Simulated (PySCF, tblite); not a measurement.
**GeH₇NSi₂, a small gas-phase stand-in for a defect centre: NMR shifts, core binding energies and electronic excitations**

What NMR shifts, core binding energies and electronic excitations should one expect for `[SiH3][N]([SiH3])[GeH]`? It is drawn as: twofold Ge.

Programs: tblite 0.8.0 and PySCF 2.14.0. All values are calculated, for the isolated system unless a continuum is named. Atoms count from 0, parts from 1.

## Step 1: Starting point

11 atoms, charge 0, multiplicity 1; geometry: distance geometry start.

## Step 2: Geometry optimisation with GFN2-xTB

The job: settings as JSON, then the geometry in Å.

```
{"job": {"kind": "relax", "xc": "GFN2-xTB", "basis": "xTB"}, "charge": 0, "multiplicity": 1}
Ge    -0.555878    -1.983673    -0.803206
N      0.122248    -0.241504    -0.631105
Si     1.581446    -0.132167     0.357179
Si    -1.106435     0.977196    -0.308069
H     -1.740376    -2.125062     0.178271
H      2.281623     1.152052     0.212089
H      1.343958    -0.363754     1.773661
H      2.518983    -1.152436    -0.185500
H     -0.704090     1.885270     0.778997
H     -1.479087     1.724750    -1.515469
H     -2.329830     0.294215     0.181675
```

With the program's defaults for keys left out, this is: GFN2-xTB geometry optimisation, gas phase.

Started as:

```sh
$ OMP_NUM_THREADS=1 python cluster_run.py task.json out
```

One launch serves the whole session: the jobs run in the order shown.

**Question.** The jobs that follow are: PBE0-D3(BJ)/def2-SVP geometry optimisation, gas phase; GIAO PBE0/pcSseg-2 NMR shielding, non-relativistic, gas phase; delta-SCF UKS SCAN, pcX-2 on the ionised atom, pcseg-1 elsewhere, spin-free X2C; TDDFT CAM-B3LYP/def2-SVPD, vertical, gas phase, core orbitals frozen in the response. Predict: point group; rotational constants (main isotopes); $^{1}$H shifts against TMS (PBE0/pcSseg-2, means over atoms taken as alike); $^{73}$Ge shifts against GeMe4 (PBE0/pcSseg-2); $^{15}$N shifts against NH3 (PBE0/pcSseg-2); $^{29}$Si shifts against TMS (PBE0/pcSseg-2); Si2p binding energies, SCAN/pcX-2; N1s binding energies, SCAN/pcX-2; lowest singlet (CAM-B3LYP/def2-SVPD); brightest single state of those computed; lowest triplet; vertical ionisation energy (ΔSCF); vertical electron affinity (ΔSCF).

As calculated:

| quantity | value |
| --- | --- |
| point group | Cs |
| rotational constants (main isotopes) | 3.07, 1.84, 1.18 GHz |
| $^{1}$H shifts against TMS (PBE0/pcSseg-2, means over atoms taken as alike) | 9.18, 5.32, 5.26, 5.18, 5.18, 5.05 ppm |
| $^{73}$Ge shifts against GeMe4 (PBE0/pcSseg-2) | 866 ppm |
| $^{15}$N shifts against NH3 (PBE0/pcSseg-2) | 176.6 ppm |
| $^{29}$Si shifts against TMS (PBE0/pcSseg-2) | -35.1, -49.3 ppm |
| Si2p binding energies, SCAN/pcX-2 | Si2 107.29, Si3 107.27 eV |
| N1s binding energies, SCAN/pcX-2 | N1 403.87 eV |
| lowest singlet (CAM-B3LYP/def2-SVPD) | 3.24 eV (382 nm), f = 0.017 |
| brightest single state of those computed | state 5, 6.53 eV, f = 0.150 |
| lowest triplet | 2.19 eV |
| vertical ionisation energy (ΔSCF) | 9.04 eV |
| vertical electron affinity (ΔSCF) | 0.58 eV |

In words: The start of the PBE0/def2-SVP relaxation was shaken at random by about 0.01 Å, so part of the energy gained, and of the first lengths quoted, undoes that. Over 9 steps the energy fell by 0.180 eV; of the close pairs, Ge0–H4 changed most, 1.691 to 1.613 Å (PBE0/def2-SVP). No frequency check was run at this level, so the end point may be a saddle. Hydrogens of an XH3 group are listed apart at this fixed geometry; free rotation makes them one line at their mean. At PBE0/pcSseg-2: Shielding is most anisotropic at Ge0 (span 2129 ppm, paramagnetic term -2285 ppm). At SCAN/pcX-2: the Si2p levels computed lie within 0.03 eV of one another, too close to rank. The first singlet state (HOMO→LUMO 0.98) lies at 3.24 eV and is weak; of the 6 states computed, the strongest absorption comes from state 5 at 6.53 eV. The lowest triplet lies 1.06 eV below the lowest singlet (triplets in Tamm-Dancoff, singlets in full TDDFT). ΔSCF puts the ionisation energy at 9.04 eV, 0.90 eV above −ε(HOMO). Spin-orbit coupling is left out, which matters for shieldings and couplings at and beside the heavy atoms. A capped cluster stands for the solid here, so long-range fields and strain are missing, and bands or shifts of the capping hydrogens have no counterpart in it.
